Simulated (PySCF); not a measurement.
# CCSD(T)/def2-SVP run of B2NH2OF (SMILES OB1NB1F)

Aim: the energy change on altering one bond length of B2NH2OF at CCSD(T)/def2-SVP, from 2 runs. 

Program for the calculation: PySCF 2.14.0.

1 further run of the same task is left out (set aside as unsound or not needed).

## 1. Starting point

B2NH2OF: 7 atoms, total charge 0, spin state singlet. SMILES: `OB1NB1F`. The shape is that of a PBE0-D4/def2-TZVP optimisation. This is one conformer, not always the lowest.

Bond lengths: O1–B2 1.347 Å, B2–N3 1.423 Å, B2–B4 1.598 Å, N3–B4 1.403 Å, B4–F5 1.317 Å, O1–H6 0.959 Å, N3–H7 1.012 Å. Angles: O1–B2–N3 134.0°, O1–B2–B4 171.0°, N3–B2–B4 55.0°, B2–N3–B4 68.8°, B2–B4–N3 56.2°, B2–B4–F5 168.4°, N3–B4–F5 135.4°, B2–O1–H6 112.9°, B2–N3–H7 144.6°, B4–N3–H7 146.6°.

## 2. A single-point energy at CCSD(T)/def2-SVP

The input, calc.py:

```python
from pyscf import gto, cc

mol = gto.M(
    atom='''
O     -1.276700     0.176400     1.308100
B     -0.379000     0.150200     0.304200
N      0.632200    -0.768200    -0.094800
B      0.587000     0.339700    -0.954100
F      1.250000     0.724100    -2.025300
H     -1.829400     0.960200     1.293400
H      1.077200    -1.650400     0.122900
''',
    spin=0,
    verbose=4,
    basis='def2-svp',
    max_memory=1860,
)

mf = mol.RHF()
mf.conv_tol = 1e-10
mf.kernel()
if not mf.converged:
    mf = mf.newton().run(mf.mo_coeff, mf.mo_occ)

mycc = cc.CCSD(mf, frozen=5)
mycc.kernel()
e_t = mycc.ccsd_t()
e_tot = mycc.e_tot + e_t
print('Final energy', e_tot)
```

Launch:

```
$ OMP_NUM_THREADS=1 python calc.py
```

Log:

```text
PySCF version 2.14.0

[INPUT] num. atoms = 7
[INPUT] num. electrons = 36
[INPUT] charge = 0
[INPUT] spin (= nelec alpha-beta = 2S) = 0
[INPUT] symmetry False subgroup None
[INPUT] Mole.unit = angstrom
[INPUT] Symbol           X                Y                Z      unit          X                Y                Z       unit  Magmom
[INPUT]  1 O     -1.276700000000   0.176400000000   1.308100000000 AA   -2.412613343232   0.333347688373   2.471950743544 Bohr   0.0
[INPUT]  2 B     -0.379000000000   0.150200000000   0.304200000000 AA   -0.716206201210   0.283836863910   0.574854687093 Bohr   0.0
[INPUT]  3 N      0.632200000000  -0.768200000000  -0.094800000000 AA    1.194684855950  -1.451687608891  -0.179146036609 Bohr   0.0
[INPUT]  4 B      0.587000000000   0.339700000000  -0.954100000000 AA    1.109269235120   0.641939964515  -1.802987695448 Bohr   0.0
[INPUT]  5 F      1.250000000000   0.724100000000  -2.025300000000 AA    2.362157655706   1.368350686798  -3.827262320082 Bohr   0.0
[INPUT]  6 H     -1.829400000000   0.960200000000   1.293400000000 AA   -3.457064972279   1.814515024807   2.444171769512 Bohr   0.0
[INPUT]  7 H      1.077200000000  -1.650400000000   0.122900000000 AA    2.035612981381  -3.118803995982   0.232247340709 Bohr   0.0

nuclear repulsion = 135.227784711111
number of shells = 36
number of NR pGTOs = 134
number of NR cGTOs = 80
basis = def2-svp
ecp = {}

******** <class 'pyscf.scf.hf.RHF'> ********
method = RHF
initial guess = minao
damping factor = 0
level_shift factor = 0
DIIS = <class 'pyscf.scf.diis.CDIIS'>
diis_start_cycle = 1
diis_space = 8
diis_damp = 0
SCF conv_tol = 1e-10
SCF conv_tol_grad = None
SCF max_cycles = 50
direct_scf = True
direct_scf_tol = 1e-13
Set gradient conv threshold to 1e-05
Initial guess from minao.
init E= -280.18926943298
  HOMO = -0.260290391751559  LUMO = 0.0641133832714944  gap/eV = 8.82748
cycle= 1 E= -279.091158711711  delta_E=  1.1  |g|= 0.619  |ddm|= 3.05
  HOMO = -0.397475242256977  LUMO = 0.135481620571271  gap/eV = 14.50249
cycle= 2 E= -279.167588770999  delta_E= -0.0764  |g|= 0.32  |ddm|= 0.742
  HOMO = -0.38259592650956  LUMO = 0.151963306253938  gap/eV = 14.54610
cycle= 3 E= -279.186857928693  delta_E= -0.0193  |g|= 0.0661  |ddm|= 0.324
  HOMO = -0.382442902472836  LUMO = 0.155942769340421  gap/eV = 14.65022
cycle= 4 E= -279.188492877164  delta_E= -0.00163  |g|= 0.0123  |ddm|= 0.102
  HOMO = -0.384077473199136  LUMO = 0.155983028528246  gap/eV = 14.69579
cycle= 5 E= -279.188578979398  delta_E= -8.61e-05  |g|= 0.00487  |ddm|= 0.0279
  HOMO = -0.384119804936653  LUMO = 0.155808380160728  gap/eV = 14.69219
cycle= 6 E= -279.188588158225  delta_E= -9.18e-06  |g|= 0.00143  |ddm|= 0.00968
  HOMO = -0.384000639689449  LUMO = 0.156013339372965  gap/eV = 14.69453
cycle= 7 E= -279.188589314363  delta_E= -1.16e-06  |g|= 0.000265  |ddm|= 0.00382
  HOMO = -0.384031301251461  LUMO = 0.15600913697754  gap/eV = 14.69525
cycle= 8 E= -279.188589364112  delta_E= -4.97e-08  |g|= 7.38e-05  |ddm|= 0.000903
  HOMO = -0.384014655126787  LUMO = 0.156022943250107  gap/eV = 14.69517
cycle= 9 E= -279.188589367407  delta_E= -3.29e-09  |g|= 2.49e-05  |ddm|= 0.000236
  HOMO = -0.384015799974139  LUMO = 0.156021347905953  gap/eV = 14.69516
cycle= 10 E= -279.188589367693  delta_E= -2.86e-10  |g|= 9.09e-06  |ddm|= 6.89e-05
  HOMO = -0.384016624181209  LUMO = 0.156020743624918  gap/eV = 14.69517
cycle= 11 E= -279.188589367728  delta_E= -3.5e-11  |g|= 2.64e-06  |ddm|= 1.96e-05
  HOMO = -0.384016419076404  LUMO = 0.156020806425279  gap/eV = 14.69516
Extra cycle  E= -279.188589367732  delta_E= -3.87e-12  |g|= 1.27e-06  |ddm|= 6.87e-06
converged SCF energy = -279.188589367732

******** <class 'pyscf.cc.ccsd.CCSD'> ********
CC2 = 0
CCSD nocc = 13, nmo = 75
frozen orbitals 5
max_cycle = 50
direct = 0
conv_tol = 1e-07
conv_tol_normt = 1e-05
diis_space = 6
diis_start_cycle = 0
diis_start_energy_diff = 1e+09
Init t2, MP2 energy = -279.876008046417  E_corr(MP2) -0.687418678684663
Init E_corr(CCSD) = -0.687418678685233
cycle = 1  E_corr(CCSD) = -0.689046062992185  dE = -0.00162738431  norm(t1,t2) = 0.0678134
cycle = 2  E_corr(CCSD) = -0.705120629208053  dE = -0.0160745662  norm(t1,t2) = 0.0203858
cycle = 3  E_corr(CCSD) = -0.705700704655727  dE = -0.000580075448  norm(t1,t2) = 0.0111931
cycle = 4  E_corr(CCSD) = -0.708298388195644  dE = -0.00259768354  norm(t1,t2) = 0.00453452
cycle = 5  E_corr(CCSD) = -0.708277063792482  dE = 2.13244032e-05  norm(t1,t2) = 0.000951596
cycle = 6  E_corr(CCSD) = -0.708180362046054  dE = 9.67017464e-05  norm(t1,t2) = 0.000385728
cycle = 7  E_corr(CCSD) = -0.708171881427136  dE = 8.48061892e-06  norm(t1,t2) = 9.21822e-05
cycle = 8  E_corr(CCSD) = -0.708176880262838  dE = -4.9988357e-06  norm(t1,t2) = 3.32438e-05
cycle = 9  E_corr(CCSD) = -0.708177436160602  dE = -5.55897764e-07  norm(t1,t2) = 1.5386e-05
cycle = 10  E_corr(CCSD) = -0.708177319496836  dE = 1.16663766e-07  norm(t1,t2) = 4.5018e-06
cycle = 11  E_corr(CCSD) = -0.708177182299588  dE = 1.37197248e-07  norm(t1,t2) = 1.80188e-06
cycle = 12  E_corr(CCSD) = -0.708177160840171  dE = 2.14594174e-08  norm(t1,t2) = 7.9068e-07
CCSD converged
E(CCSD) = -279.8967665285722  E_corr = -0.7081771608401706
CCSD(T) correction = -0.0194129487617021
Final energy -279.9161794773339
```

Wall time 18 s (1 thread of Intel Xeon at 2.70GHz, shared host); peak memory 0.39 GiB.

## 3. The distorted shape

The input, start.xyz:

```xyz
7
B2FH2NO
O     -0.613464    -0.764154     1.325740
B      0.284236    -0.790354     0.321840
N      1.295436    -1.708754    -0.077160
B      1.250236    -0.600854    -0.936460
F      1.913236    -0.216454    -2.007660
H     -1.829400     0.960200     1.293400
H      1.740436    -2.590954     0.140540
```

The input, run.py:

```python
from pyscf import gto, cc

mol = gto.M(
    atom='start.xyz',
    basis='def2-svp',
    verbose=3,
    max_memory=1860,
)

mf = mol.RHF()
mf.conv_tol = 1e-10
mf.kernel()
if not mf.converged:
    mf = mf.newton().run(mf.mo_coeff, mf.mo_occ)

mycc = cc.CCSD(mf, frozen=5)
mycc.kernel()
e_t = mycc.ccsd_t()
etot = mycc.e_tot + e_t
print(f'total energy: {etot:.8f} hartree')
```

Launch:

```
$ OMP_NUM_THREADS=1 python run.py
```

Log:

```text
converged SCF energy = -278.942839226457
E(CCSD) = -279.7186296773925  E_corr = -0.7757904509358881
CCSD(T) correction = -0.0364103080412419
total energy: -279.75503999 hartree
```

Run time: 23 s. Hardware: 1 thread of Intel Xeon at 2.70GHz, shared host; peak memory 0.39 GiB.

## 4. Results

At CCSD(T)/def2-SVP, 5 core orbitals frozen:

| quantity | value |
| --- | --- |
| first shape: total energy | -279.91618 Eh |
| first shape: dipole moment (Hartree–Fock density) | 1.18 D |
| first shape: HOMO energy (Hartree–Fock orbitals) | -10.45 eV |
| first shape: LUMO energy (Hartree–Fock orbitals) | 4.25 eV |
| first shape: HOMO–LUMO gap (Hartree–Fock orbitals) | 14.70 eV |
| first shape: correlation energy (5 core orbitals frozen) | -727.6 mEh |
| first shape: (T) correction | -19.41 mEh |
| first shape: T1 diagnostic | 0.014 |
| distorted shape: total energy | -279.75504 Eh |
| distorted shape: dipole moment (Hartree–Fock density) | 0.95 D |
| distorted shape: HOMO energy (Hartree–Fock orbitals) | -9.66 eV |
| distorted shape: LUMO energy (Hartree–Fock orbitals) | -1.92 eV |
| distorted shape: HOMO–LUMO gap (Hartree–Fock orbitals) | 7.73 eV |
| distorted shape: correlation energy (5 core orbitals frozen) | -812.2 mEh |
| distorted shape: (T) correction | -36.41 mEh |
| distorted shape: T1 diagnostic | 0.027 |
| energy change with the O1–H6 bond stretched from 0.959 to 2.110 Å | 4.385 eV |

In words: With the O1–H6 bond stretched from 0.959 to 2.110 Å the energy rises by 4.38 eV (101 kcal/mol). The first shape isn't relaxed at this level, so the change isn't measured from a minimum. Mulliken charges (first shape) of the mean-field density run from -0.25 on O1 to +0.22 on H6. The triples (first shape) make up 2.7 % of the correlation energy. The T1 diagnostic (distorted shape) of 0.027 is above the customary mark for such species, so a single reference may not serve. Mulliken charges (distorted shape) of the mean-field density run from -0.29 on O1 to +0.22 on H6. The triples (distorted shape) make up 4.5 % of the correlation energy.
